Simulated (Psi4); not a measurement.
**quartet C2F5 at 4 levels**

Wanted: a comparison of 4 runs (UHF/STO-3G, UDSD-PBEP86/cc-pVDZ, UB3LYP/6-31G*, UMP3/cc-pVDZ) of quartet C2F5. 

The calculation is run with Psi4 1.11.

### 1 The system as given

C2F5: 7 atoms, total charge 0, spin state quartet. SMILES of the parent species: `F[C](F)C(F)(F)F`. Geometry: relaxed at PBE0-D4/def2-TZVP. That shape belongs to the parent species and isn't relaxed for this state.

Bond lengths: F1–C2 1.312 Å, C2–F3 1.312 Å, C2–C4 1.514 Å, C4–F5 1.327 Å, C4–F6 1.327 Å, C4–F7 1.338 Å. Angles: F1–C2–F3 112.2°, F1–C2–C4 114.4°, F3–C2–C4 114.4°, C2–C4–F5 109.8°, C2–C4–F6 109.7°, C2–C4–F7 111.6°, F5–C4–F6 109.4°, F5–C4–F7 108.1°, F6–C4–F7 108.1°.

### 2 A single-point energy at UHF/STO-3G (run 1)

File c2f5.json:

```json
{
 "schema_name": "qcschema_input",
 "schema_version": 1,
 "molecule": {
  "schema_name": "qcschema_molecule",
  "schema_version": 2,
  "symbols": ["F", "C", "F", "C", "F", "F", "F"],
  "geometry": [2.94991917, -1.5987461, 0.96933502, 0.60851071, -0.88518551, 1.36655545, -0.87707859, -2.79911903, 1.8947528, -0.43150006, 0.90858032, -0.60567612, 1.09218611, 2.88578187, -0.84058797, -2.71137904, 1.69340248, 0.08171176, -0.6306394, -0.20473293, -2.86607202],
  "molecular_charge": 0,
  "molecular_multiplicity": 4,
  "fix_symmetry": "c1",
  "fix_com": true,
  "fix_orientation": true
 },
 "driver": "energy",
 "model": {
  "method": "scf",
  "basis": "STO-3G"
 },
 "keywords": {
  "reference": "uhf",
  "puream": true,
  "e_convergence": 1e-09,
  "d_convergence": 1e-08,
  "scf_type": "pk",
  "maxiter": 100,
  "scf_properties": ["QUADRUPOLE", "LOWDIN_CHARGES", "DIPOLE"]
 }
}
```

The run is started by

```console
$ psi4 --qcschema c2f5.json -n 1 --memory 2200MB
```

stdout:

```text
[...]
  Running in c1 symmetry.
[...]
  Nuclear repulsion =  346.112002489475856
[...]
  Multiplicity = 4
[...]
  Nalpha       = 30
  Nbeta        = 27
[...]
    Number of basis functions: 35
[...]
   @UHF iter   1:  -564.20904160587759   -1.90353e+00   1.56258e-02 DIIS/ADIIS
[...]
   @UHF iter  24:  -564.43306874715654   -1.13687e-13   6.84218e-09 DIIS
[...]
   @S^2 Observed:                3.770542906E+00
[...]
  @UHF Final Energy:  -564.43306874715654
   => Energetics <=
    Nuclear Repulsion Energy =            346.1120024894758558
    One-Electron Energy =               -1481.9365650856675529
    Two-Electron Energy =                 571.3914938490352142
    Total Energy =                       -564.4330687471565398
  UHF NO Occupations:
  HONO-2 :   28  A 1.0000000
  HONO-1 :   29  A 1.0000000
[...]
 Multipole Moments:
 ------------------------------------------------------------------------------------
     Multipole            Electronic (a.u.)      Nuclear  (a.u.)        Total (a.u.)
 ------------------------------------------------------------------------------------
 L = 1.  Multiply by 2.5417464519 to convert [e a0] to [Debye]
 Dipole X            :          0.5053762           -0.5308618           -0.0254856
 Dipole Y            :          0.3210621           -0.0703545            0.2507075
 Dipole Z            :          2.5021887           -2.2824677            0.2197210
 Magnitude           :                                                    0.3343368
 L = 2.  Multiply by 1.3450342976 to convert [e a0^2] to [Debye ang]
 Quadrupole XX       :       -193.0644178          169.0598508          -24.0045670
 Quadrupole XY       :         37.2909351          -37.7290957           -0.4381606
[...]
```

The result, in JSON:

```text
{
 "driver": "energy",
 "model": {
  "method": "scf",
  "basis": "STO-3G"
 },
 "success": true,
 "return_result": -564.4330687471565,
 "properties": {
  "calcinfo_nbasis": 35,
  "calcinfo_nmo": 35,
  "calcinfo_nalpha": 30,
  "calcinfo_nbeta": 27,
  "calcinfo_natom": 7,
  "nuclear_repulsion_energy": 346.11200248947586,
  "return_energy": -564.4330687471565,
  "scf_one_electron_energy": -1481.9365650856676,
  "scf_two_electron_energy": 571.3914938490352,
  "scf_dipole_moment": [-0.025485628830341334, 0.250707520574212, 0.2197210319905638],
  "scf_total_energy": -564.4330687471565,
  "scf_iterations": 24
 }
}
```

It took 2.7 s on 1 thread of Intel Xeon Platinum 8259CL at 2.50GHz (Skylake/Cascade Lake), shared host; peak memory 0.18 GiB.

### 3 A single-point energy at UDSD-PBEP86/cc-pVDZ (density fitting for correlation) (run 2)

c2f5.json, as its differences from that of step 2:

```diff
@@ -10,5 +10,3 @@
   "molecular_multiplicity": 4,
-  "fix_symmetry": "c1",
-  "fix_com": true,
-  "fix_orientation": true
+  "fix_symmetry": "c1"
  },
@@ -16,7 +14,7 @@
  "model": {
-  "method": "scf",
-  "basis": "STO-3G"
+  "method": "dsd-pbep86",
+  "basis": "cc-pVDZ"
  },
  "keywords": {
-  "reference": "uhf",
+  "reference": "uks",
   "puream": true,
@@ -25,4 +23,6 @@
   "scf_type": "pk",
-  "maxiter": 100,
-  "scf_properties": ["QUADRUPOLE", "LOWDIN_CHARGES", "DIPOLE"]
+  "dft_radial_points": 99,
+  "dft_spherical_points": 590,
+  "num_frozen_docc": 7,
+  "maxiter": 100
  }
```

The run is started by

```console
$ psi4 --qcschema c2f5.json -n 1 --memory 2200MB
```

stdout:

```text
[...]
  Running in c1 symmetry.
[...]
  Nuclear repulsion =  346.112002489475856
[...]
  Multiplicity = 4
[...]
  Nalpha       = 30
  Nbeta        = 27
[...]
    Number of basis functions: 98
[...]
   @UKS iter   1:  -573.28955520308045    3.78312e-02   4.83439e-03 ADIIS/DIIS
[...]
   @UKS iter  18:  -573.38484344942719   -5.79803e-12   5.56955e-09 DIIS
[...]
   @S^2 Observed:                3.765264724E+00
[...]
  @UKS Final Energy:  -573.38484344942719
   => Energetics <=
    Nuclear Repulsion Energy =            346.1120024894758558
    One-Electron Energy =               -1485.4018591310491502
    Two-Electron Energy =                 583.8603509246826206
    DFT Exchange-Correlation Energy =     -17.9553377325364458
    Empirical Dispersion Energy =           0.0000000000000000
    VV10 Nonlocal Energy =                  0.0000000000000000
    Total Energy =                       -573.3848434494271942
[...]
 Multipole Moments:
 ------------------------------------------------------------------------------------
     Multipole            Electronic (a.u.)      Nuclear  (a.u.)        Total (a.u.)
 ------------------------------------------------------------------------------------
 L = 1.  Multiply by 2.5417464519 to convert [e a0] to [Debye]
 Dipole X            :         -0.0713864            0.0623769           -0.0090095
 Dipole Y            :          0.0913377            0.0082463            0.0995839
 Dipole Z            :         -0.1761544            0.2681329            0.0919785
 Magnitude           :                                                    0.1358609
[...]
```

The result, in JSON:

```text
{
 "driver": "energy",
 "model": {
  "method": "dsd-pbep86",
  "basis": "cc-pVDZ"
 },
 "success": true,
 "return_result": -574.0073307432009,
 "properties": {
  "calcinfo_nbasis": 98,
  "calcinfo_nmo": 98,
  "calcinfo_nalpha": 30,
  "calcinfo_nbeta": 27,
  "calcinfo_natom": 7,
  "nuclear_repulsion_energy": 346.1120024894759,
  "return_energy": -574.0073307432009,
  "scf_one_electron_energy": -1485.4018591310492,
  "scf_two_electron_energy": 583.8603509246826,
  "scf_xc_energy": -17.955337732536446,
  "scf_dipole_moment": [-0.009009514374151872, 0.09958393201579041, 0.0919784744683767],
  "scf_total_energy": -573.3848434494272,
  "scf_iterations": 18
 }
}
```

It took 37 s on 1 thread of Intel Xeon Platinum 8259CL at 2.50GHz (Skylake/Cascade Lake), shared host; peak memory 1.3 GiB.

### 4 Energy and gradient at UB3LYP/6-31G(d) (Cartesian functions) (run 3)

File run.py:

```python
import psi4

psi4.set_memory('2200 MB')
psi4.set_num_threads(1)
psi4.set_output_file('run.log', False)

molecule = psi4.geometry("""
0 4
F      1.561030    -0.846020     0.512950
C      0.322010    -0.468420     0.723150
F     -0.464130    -1.481230     1.002660
C     -0.228340     0.480800    -0.320510
F      0.577960     1.527090    -0.444820
F     -1.434800     0.896110     0.043240
F     -0.333720    -0.108340    -1.516660
symmetry c1
no_reorient
no_com
""")

psi4.set_options({
    'reference': 'uks',
    'puream': False,
    'e_convergence': 1e-09,
    'd_convergence': 1e-08,
    'scf_type': 'pk',
    'dft_radial_points': 99,
    'dft_spherical_points': 590,
    'maxiter': 100,
})

e, wfn = psi4.gradient('b3lyp/6-31G*', molecule=molecule, return_wfn=True)
psi4.oeprop(wfn, 'LOWDIN_CHARGES', 'MULLIKEN_CHARGES', 'MAYER_INDICES')
print('gradient / Eh bohr^-1')
print(e.np.round(6))
print(f'energy = {wfn.energy():.10f} Eh')
for k, v in sorted(psi4.core.scalar_variables().items()):
    print(f'{k:45s} {v:18.10f}')
```

The run is started by

```console
$ python run.py
```

run.log:

```text
[...]
  Running in c1 symmetry.
[...]
  Nuclear repulsion =  346.112002362467138
[...]
  Multiplicity = 4
[...]
  Nalpha       = 30
  Nbeta        = 27
[...]
    Number of basis functions: 105
[...]
   @UKS iter   1:  -574.87245913758170    2.58766e-01   3.93696e-03 DIIS/ADIIS
[...]
   @UKS iter  16:  -574.92809390500588   -9.09495e-13   4.96946e-09 DIIS
[...]
   @S^2 Observed:                3.754552685E+00
[...]
  @UKS Final Energy:  -574.92809390500588
   => Energetics <=
    Nuclear Repulsion Energy =            346.1120023624671376
    One-Electron Energy =               -1486.5875413263502196
    Two-Electron Energy =                 616.6001102489498180
    DFT Exchange-Correlation Energy =     -51.0526651900725881
    Empirical Dispersion Energy =           0.0000000000000000
    VV10 Nonlocal Energy =                  0.0000000000000000
    Total Energy =                       -574.9280939050058805
[...]
  -Total Gradient:
     Atom            X                  Y                   Z
    ------   -----------------  -----------------  -----------------
       1       -0.079503139531     0.054179499406     0.007415358946
       2        0.039683952241    -0.124316296467     0.002760479780
       3        0.031646659679     0.089062152208    -0.019473288621
       4       -0.036518004696     0.131002584226     0.018415108352
       5       -0.032828827463    -0.100690395572    -0.000827617993
       6        0.078065549245    -0.065916167391    -0.027755037661
       7       -0.000543290955     0.016642006089     0.019432449626
[...]
```

On the terminal:

```text
gradient / Eh bohr^-1
[[-0.079503  0.054179  0.007415]
 [ 0.039684 -0.124316  0.00276 ]
 [ 0.031647  0.089062 -0.019473]
 [-0.036518  0.131003  0.018415]
 [-0.032829 -0.10069  -0.000828]
 [ 0.078066 -0.065916 -0.027755]
 [-0.000543  0.016642  0.019432]]
energy = -574.9280939050 Eh
CURRENT ENERGY                                   -574.9280939050
CURRENT REFERENCE ENERGY                         -574.9280939050
DD SOLVATION ENERGY                                 0.0000000000
DFT FUNCTIONAL TOTAL ENERGY                      -574.9280939050
DFT TOTAL ENERGY                                 -574.9280939050
DFT VV10 ENERGY                                     0.0000000000
DFT XC ENERGY                                     -51.0526651901
GRID ELECTRONS ALPHA                               30.0000000347
GRID ELECTRONS BETA                                27.0000002289
GRID ELECTRONS TOTAL                               57.0000002635
NUCLEAR REPULSION ENERGY                          346.1120023625
ONE-ELECTRON ENERGY                             -1486.5875413264
PCM POLARIZATION ENERGY                             0.0000000000
PE ENERGY                                           0.0000000000
SCF ITERATION ENERGY                             -574.9280939050
SCF ITERATIONS                                     16.0000000000
SCF TOTAL ENERGY                                 -574.9280939050
TWO-ELECTRON ENERGY                               616.6001102489
XC GRID RADIAL POINTS                              99.0000000000
XC GRID SPHERICAL POINTS                          590.0000000000
XC GRID TOTAL POINTS                           385930.0000000000
```

Wall time 60 s (1 thread of Intel Xeon Platinum 8259CL at 2.50GHz (Skylake/Cascade Lake), shared host); peak memory 0.94 GiB.

### 5 The energy at UMP3/cc-pVDZ (run 4)

File c2f5.xyz:

```xyz
7
C2F5
F      1.561030    -0.846020     0.512950
C      0.322010    -0.468420     0.723150
F     -0.464130    -1.481230     1.002660
C     -0.228340     0.480800    -0.320510
F      0.577960     1.527090    -0.444820
F     -1.434800     0.896110     0.043240
F     -0.333720    -0.108340    -1.516660
```

File job.py:

```python
import psi4

psi4.set_memory('2200 MB')
psi4.set_num_threads(1)
psi4.set_output_file('psi4.out', False)

with open('c2f5.xyz') as f:
    atoms = ''.join(f.readlines()[2:])
geom = psi4.geometry('0 4\n' + atoms + 'symmetry c1')

psi4.set_options({
    'basis': 'cc-pVDZ',
    'reference': 'uhf',
    'puream': True,
    'e_convergence': 1e-09,
    'd_convergence': 1e-08,
    'scf_type': 'pk',
    'num_frozen_docc': 7,
    'maxiter': 100,
    'mp_type': 'conv',
})

E, wfn = psi4.energy('mp3', return_wfn=True)
print(f'total energy {E:.8f} hartree = {E * 27.211386:.5f} eV')
```

The run is started by

```console
$ python job.py
```

psi4.out:

```text
[...]
  Running in c1 symmetry.
[...]
  Nuclear repulsion =  346.112002362467138
[...]
  Multiplicity = 4
[...]
  Nalpha       = 30
  Nbeta        = 27
[...]
    Number of basis functions: 98
[...]
   @UHF iter   1:  -572.27916903143182   -9.22179e-02   5.70681e-03 ADIIS/DIIS
[...]
   @UHF iter  19:  -572.42518708319074   -4.32010e-12   7.03486e-09 DIIS
[...]
   @S^2 Observed:                3.771803108E+00
[...]
  @UHF Final Energy:  -572.42518708319074
   => Energetics <=
    Nuclear Repulsion Energy =            346.1120023624671376
    One-Electron Energy =               -1485.0917440734451702
    Two-Electron Energy =                 566.5545546277872972
    Total Energy =                       -572.4251870831907354
  UHF NO Occupations:
  HONO-2 :   28  A 1.0000000
  HONO-1 :   29  A 1.0000000
[...]
 Multipole Moments:
 ------------------------------------------------------------------------------------
     Multipole            Electronic (a.u.)      Nuclear  (a.u.)        Total (a.u.)
 ------------------------------------------------------------------------------------
 L = 1.  Multiply by 2.5417464519 to convert [e a0] to [Debye]
 Dipole X            :         -0.0687753            0.0623769           -0.0063984
 Dipole Y            :          0.1130640            0.0082463            0.1213103
 Dipole Z            :         -0.1372803            0.2681329            0.1308526
 Magnitude           :                                                    0.1785484
[...]
	SCS-MP2 Total Energy (a.u.)        :  -573.55545807857811
	SOS-MP2 Total Energy (a.u.)        :  -573.52499568911753
[...]
	SOS-PI-MP2 Total Energy (a.u.)     :  -573.60959635111192
[...]
	MP2 Total Energy (a.u.)            :  -573.61638285749905
[...]
	SCS-MP3 Total Energy (a.u.)        :  -573.55259137749727
[...]
	MP3 Total Energy (a.u.)            :  -573.60491605317577
[...]
```

The script printed:

```text
total energy -573.60491605 hartree = -15608.58478 eV
```

Run time: 37 s. Hardware: 1 thread of Intel Xeon Platinum 8259CL at 2.50GHz (Skylake/Cascade Lake), shared host; peak memory 0.74 GiB.

### 6 All runs side by side

```csv
run,level,frozen core orbitals,fitting correlation,energy (Eh),⟨S²⟩,wall time
1,UHF/STO-3G,0,–,-564.433069,3.771,2.7 s
2,UDSD-PBEP86/cc-pVDZ (density fitting for correlation),7,density fitting,-574.007331,3.765,37 s
3,UB3LYP/6-31G* (Cartesian functions),0,–,-574.928094,3.755,60 s
4,UMP3/cc-pVDZ,7,none,-573.604916,3.772,37 s
```

### 7 Outcome

| quantity | value |
| --- | --- |
| run 4: total energy | -573.60492 Eh |
| run 4: HOMO energy (Hartree–Fock orbitals) (highest over α and β) | -3.42 eV |
| run 4: correlation energy (7 core orbitals frozen) | -1179.7 mEh |
| run 4: ⟨S²⟩ of the reference determinant | 3.772 |

What this shows: Totals of different functionals can't be ranked against each other. In run 1 the basis is minimal, so the values are rough. All runs together took 2.3 min, the longest 60 s.
